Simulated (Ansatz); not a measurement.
# USVWN5/def2-SVPD run of GeH2ClO (SMILES [O][GeH2][Cl])

What is the vertical electron affinity of GeH2ClO at USVWN5/def2-SVPD? 

The calculation is run with Ansatz 0.2.0.

74 further runs of the same task are left out: 1 that didn't finish, 73 set aside as unsound or not needed.

## (1) Starting point

The species is GeH2ClO (5 atoms), meant as a doublet with charge 0. As SMILES, `[O][GeH2][Cl]`. The coordinates come from a PBE0-D4/def2-TZVP relaxation.

Bond lengths: O1–Ge2 1.781 Å, Ge2–Cl3 2.144 Å, Ge2–H4 1.531 Å, Ge2–H5 1.531 Å. Angles: O1–Ge2–Cl3 110.8°, O1–Ge2–H4 106.5°, O1–Ge2–H5 106.5°, Cl3–Ge2–H4 108.2°, Cl3–Ge2–H5 108.2°, H4–Ge2–H5 116.7°.

## (2) The energy at USVWN5/def2-SVPD

Contents of input.yaml:

```yaml
crystal:
  periodic: [false, false, false]
  atoms:
    - {symbol: O, position_ang: [-0.272400, -0.591800, 1.625500]}
    - {symbol: Ge, position_ang: [0.123700, -0.081200, -0.034500]}
    - {symbol: Cl, position_ang: [-1.347100, 1.290100, -0.778900]}
    - {symbol: H, position_ang: [0.081000, -1.343800, -0.899000]}
    - {symbol: H, position_ang: [1.464600, 0.653000, 0.045400]}
basis:
  gaussian:
    orbitals: def2-SVPD
output: {orbitals: {seedname: orbitals}}
magnetization:
  spin_polarized: true
  initial_magnetization: 1
accuracy: high
hamiltonian:
  xc: {name: SVWN5}
```

Command:

```
$ ansatz run input.yaml --threads 1 --pin off --max-ram 3480MiB --events-out events.jsonl --progress --plain --runs-dir runs
```

Log:

```text
Warning: RAYON_NUM_THREADS=1 ignored (pool sized by the plan → 1); use --threads N
Functional definition: SVWN5
  name "SVWN5"
  exchange = slater_x
  correlation = vwn5_c
1996 factors; integrals over basis functions are off by at most 4.4e-9 eV
mean field evaluation 1: about -70949.5414 eV, gradient 5.7e1 eV
mean field evaluation 2: about -70685.4168 eV, gradient 1.5e2 eV
mean field evaluation 4: about -70963.1968 eV, gradient 2.4e1 eV
mean field evaluation 8: about -70966.1546 eV, gradient 7.8e-1 eV
mean field evaluation 16: about -70966.1562 eV, gradient 1.5e-4 eV
mean field evaluation 32: about -70965.9580 eV, gradient 3.5e0 eV
mean field -70966.15624249 eV, -2607.9581393231 hartree, gradient 6.9e-8 eV, S^2 0.753978; 5 other end points of the search recorded, 0 dependent functions left out
reference -70966.15624607 eV, -2607.9581394546 hartree; 30, 29 occupied and 74, 75 virtual orbitals, 1996 factors
Total energy: -70966.15624607 eV, -2607.9581394546 hartree
```

It took 14 s on 1 thread of Intel Xeon Platinum 8259CL at 2.50GHz (Skylake/Cascade Lake), shared host; peak memory 0.33 GiB.

## (3) The singlet anion at the same level

input.yaml: that of step 2 with these lines changed.

```diff
@@ -9,10 +9,6 @@
 basis:
-  gaussian:
-    orbitals: def2-SVPD
+  gaussian: {orbitals: def2-SVPD}
+total_charge: -1
+hamiltonian: {xc: {name: SVWN5}}
+accuracy: high
 output: {orbitals: {seedname: orbitals}}
-magnetization:
-  spin_polarized: true
-  initial_magnetization: 1
-accuracy: high
-hamiltonian:
-  xc: {name: SVWN5}
```

Command:

```
$ ansatz run input.yaml --threads 1 --pin off --max-ram 3480MiB --events-out events.jsonl --progress --plain --runs-dir runs
```

Log:

```text
Warning: RAYON_NUM_THREADS=1 ignored (pool sized by the plan → 1); use --threads N
Functional definition: SVWN5
  name "SVWN5"
  exchange = slater_x
  correlation = vwn5_c
1996 factors; integrals over basis functions are off by at most 4.1e-9 eV
mean field evaluation 1: about -70965.3318 eV, gradient 4.8e1 eV
mean field evaluation 2: about -70810.9801 eV, gradient 1.9e2 eV
mean field evaluation 4: about -70969.4488 eV, gradient 5.0e0 eV
mean field evaluation 8: about -70969.5491 eV, gradient 6.3e-1 eV
mean field evaluation 16: about -70969.5493 eV, gradient 9.9e-5 eV
mean field -70969.54925582 eV, -2608.0828302630 hartree, gradient 2.1e-8 eV, S^2 0.000000; 0 other end points of the search recorded, 0 dependent functions left out
reference -70969.54925893 eV, -2608.0828303774 hartree; 30, 30 occupied and 74, 74 virtual orbitals, 1996 factors
Total energy: -70969.54925893 eV, -2608.0828303774 hartree
```

Wall time 7.8 s (1 thread of Intel Xeon Platinum 8259CL at 2.50GHz (Skylake/Cascade Lake), shared host); peak memory 0.27 GiB.

## (4) Outcome

At USVWN5/def2-SVPD:

| quantity | value |
| --- | --- |
| doublet GeH2ClO: total energy | -2607.95814 Eh |
| doublet GeH2ClO: HOMO energy (highest over α and β) | -7.33 eV |
| doublet GeH2ClO: LUMO energy (lowest over α and β) | -7.06 eV |
| doublet GeH2ClO: ⟨S²⟩ | 0.754 |
| singlet anion: total energy | -2608.08283 Eh |
| singlet anion: HOMO energy | 0.21 eV |
| singlet anion: LUMO energy | 3.43 eV |
| singlet anion: HOMO–LUMO gap (to an unbound level, set by the basis) | 3.22 eV |
| vertical electron affinity (to the singlet anion) | 3.393 eV |

**Reading.** At fixed nuclei the extra electron is bound by 3.39 eV (327 kJ/mol). The HOMO (singlet anion) lies at positive energy, 0.21 eV, as semi-local functionals often give for anions; only total energies tell whether the electron is bound.
